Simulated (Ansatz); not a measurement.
**C₈H₂₀GeO₂: small, medium and large basis sets**

How large a basis does C₈H₂₀GeO₂ need? Two functionals are run in growing sets.

Method: one geometry, several basis sets; program: Ansatz 0.2.0, Gaussian basis.

The runs, in order: PBE0-D4/def2-SVP; ωB97M-V/def2-SVP; PBE0-D4/def2-QZVPP; ωB97M-V/def2-QZVPP; the functionals' def2-TZVPP values are taken from earlier runs.

## 1. The relaxed structure

An earlier PBE0-D4 in a triple-zeta def2 set relaxation fixed the geometry.

SMILES `C[O][Ge]([O]C)([CH](C)C)[CH](C)C`, 31 atoms, charge 0, spin multiplicity 1.

Atoms are counted from 1 here; the program's logs count them from 0.

Bond lengths: C1–O2 1.407 Å, C1–H12 1.094 Å, C1–H13 1.097 Å, C1–H14 1.095 Å, O2–Ge3 1.776 Å, Ge3–O4 1.790 Å, Ge3–C6 1.958 Å, Ge3–C9 1.967 Å, O4–C5 1.401 Å, C5–H15 1.099 Å, C5–H16 1.098 Å, C5–H17 1.094 Å, C6–C7 1.523 Å, C6–C8 1.524 Å, C6–H18 1.097 Å, C7–H19 1.095 Å, C7–H20 1.092 Å, C7–H21 1.094 Å and more. Angles: O2–C1–H12 108.3°, O2–C1–H13 111.4°, O2–C1–H14 112.3°, H12–C1–H13 107.9°, H12–C1–H14 108.3°, H13–C1–H14 108.5°, C1–O2–Ge3 122.2°, O2–Ge3–O4 102.9°, O2–Ge3–C6 104.6°, O2–Ge3–C9 111.7°, O4–Ge3–C6 111.4°, O4–Ge3–C9 109.5°, C6–Ge3–C9 115.8°, Ge3–O4–C5 121.6°, O4–C5–H15 112.9°, O4–C5–H16 112.2°, O4–C5–H17 108.4°, H15–C5–H16 107.8° and more.

## 2. PBE0-D4 in def2-SVP

File in.yaml:

```yaml
crystal:
  periodic: [false, false, false]
  atoms:
    - {symbol: C, position_ang: [-1.884979, 0.602302, -2.342229]}
    - {symbol: O, position_ang: [-1.401538, -0.401697, -1.482465]}
    - {symbol: Ge, position_ang: [-0.318667, -0.042633, -0.121747]}
    - {symbol: O, position_ang: [-0.970123, 1.499588, 0.512260]}
    - {symbol: C, position_ang: [-0.238648, 2.292704, 1.406664]}
    - {symbol: C, position_ang: [-0.606988, -1.513092, 1.138057]}
    - {symbol: C, position_ang: [-2.060625, -1.538398, 1.590766]}
    - {symbol: C, position_ang: [0.359949, -1.447206, 2.313963]}
    - {symbol: C, position_ang: [1.536512, 0.222598, -0.718478]}
    - {symbol: C, position_ang: [1.644275, 1.364386, -1.720583]}
    - {symbol: C, position_ang: [2.089300, -1.080359, -1.284579]}
    - {symbol: H, position_ang: [-2.853321, 0.280182, -2.735760]}
    - {symbol: H, position_ang: [-1.210587, 0.760241, -3.193025]}
    - {symbol: H, position_ang: [-2.024699, 1.558409, -1.827678]}
    - {symbol: H, position_ang: [0.807253, 2.430310, 1.099660]}
    - {symbol: H, position_ang: [-0.237985, 1.877354, 2.423197]}
    - {symbol: H, position_ang: [-0.703146, 3.282043, 1.451549]}
    - {symbol: H, position_ang: [-0.401188, -2.422111, 0.560374]}
    - {symbol: H, position_ang: [-2.242915, -2.386124, 2.259852]}
    - {symbol: H, position_ang: [-2.742087, -1.622817, 0.742182]}
    - {symbol: H, position_ang: [-2.319893, -0.625315, 2.133777]}
    - {symbol: H, position_ang: [0.219513, -2.305982, 2.978564]}
    - {symbol: H, position_ang: [0.196866, -0.547964, 2.915220]}
    - {symbol: H, position_ang: [1.406097, -1.447351, 1.995751]}
    - {symbol: H, position_ang: [2.108376, 0.484812, 0.180050]}
    - {symbol: H, position_ang: [1.114641, 1.124704, -2.646216]}
    - {symbol: H, position_ang: [1.225197, 2.296528, -1.334620]}
    - {symbol: H, position_ang: [2.690801, 1.550799, -1.984450]}
    - {symbol: H, position_ang: [1.508328, -1.411494, -2.150113]}
    - {symbol: H, position_ang: [2.076932, -1.889745, -0.549724]}
    - {symbol: H, position_ang: [3.125646, -0.951869, -1.614419]}
basis:
  gaussian: {orbitals: def2-SVP}
hamiltonian: {xc: pbe0, dispersion: d4}
output: {orbitals: {seedname: orbitals}}
```

Launch:

```bash
$ ansatz run in.yaml --threads 11 --pin off --events-out ev --progress --plain --max-ram 166912MiB --backend cuda --devices 0, --max-vram 75GiB
```

The runs that follow: ωB97M-V in def2-SVP; PBE0-D4 in def2-QZVPP; ωB97M-V in def2-QZVPP.

Q: Predict the results of all the runs planned. Wanted: PBE0-D4: double and triple zeta above quadruple; ωB97M-V: double and triple zeta above quadruple.

The runs gave:

| quantity | value |
| --- | --- |
| PBE0-D4: double and triple zeta above quadruple | 23.36, 1.94 eV |
| ωB97M-V: double and triple zeta above quadruple | 24.00, 1.89 eV |

In words: For PBE0-D4 the step from double to triple zeta gains 21.41 eV and the next only 1.94 eV. These are total energies; as a rule much of such shifts cancels in differences, which this series doesn't test. The LUMO of ωB97M-V is positive and keeps falling with the basis (2.84 to 1.59 eV): an unbound level that the basis holds in place.
